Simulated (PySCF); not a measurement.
**C₃H₉NSi: electronic excitations**

What electronic excitations should C₃H₉NSi (`C=C[SiH2]NC`) show?

Programs: PySCF 2.14.0, with density-fitted response routines of our own. Each step states its level of theory. These are calculated values for one molecule in the gas phase, unless marked as measured. Atoms count from 0, in the outputs and in this text.

### Step 1. Starting geometry

14 atoms, charge 0, multiplicity 1; geometry from: GFN2-xTB.

Bonds of the start (Å): C0–C1 1.32, C1–Si2 1.88, Si2–N3 1.72, N3–C4 1.44, C0–H5 1.08, C0–H6 1.08, C1–H7 1.08, Si2–H8 1.47, Si2–H9 1.48, N3–H10 1.01, C4–H11 1.09, C4–H12 1.09, C4–H13 1.10.

### Step 2. Excited states and response: wB97X-D/def2-SVPD

The job: settings as JSON, then the geometry in Å.

```
{"job": {"kind": "uv", "xc": "wB97X-D", "basis": "def2-SVPD", "nstates": 8, "ntriplets": 3}, "charge": 0, "multiplicity": 1}
C      2.182086     0.120053     1.145141
C      1.948310     0.085754    -0.156075
Si     0.260928     0.201831    -0.978038
N     -0.898808    -0.167666     0.234771
C     -2.320521    -0.147825    -0.003847
H      1.379977     0.207327     1.860256
H      3.176805     0.066636     1.563411
H      2.795338     0.008428    -0.826408
H     -0.038856     1.567546    -1.427700
H      0.259221    -0.691920    -2.154179
H     -0.649366    -0.858390     0.927168
H     -2.859239     0.012811     0.932555
H     -2.551090     0.671495    -0.680989
H     -2.685462    -1.076554    -0.458231
```

With the program's defaults for keys left out, this is: TDDFT wB97X-D/def2-SVPD, vertical, gas phase, core orbitals frozen in the response.

Run with:

```sh
OMP_NUM_THREADS=1 python probes_run.py task.json out
```

The driver reads the jobs from task.json and runs them one after another.

Predict these results of the whole session: lowest singlet (wB97X-D/def2-SVPD); brightest single state of those computed; lowest triplet.

**Answer**, as computed:

```
                                quantity                        value
      lowest singlet (wB97X-D/def2-SVPD)  5.87 eV (211 nm), f = 0.007
brightest single state of those computed  state 5, 7.20 eV, f = 0.323
                          lowest triplet                      4.45 eV
```

The first singlet state (HOMO→LUMO 0.89) lies at 5.87 eV and is weak; of the 8 states computed, the strongest absorption comes from state 5 at 7.20 eV. The lowest triplet lies 1.42 eV below the lowest singlet (triplets in Tamm-Dancoff, singlets in full TDDFT).
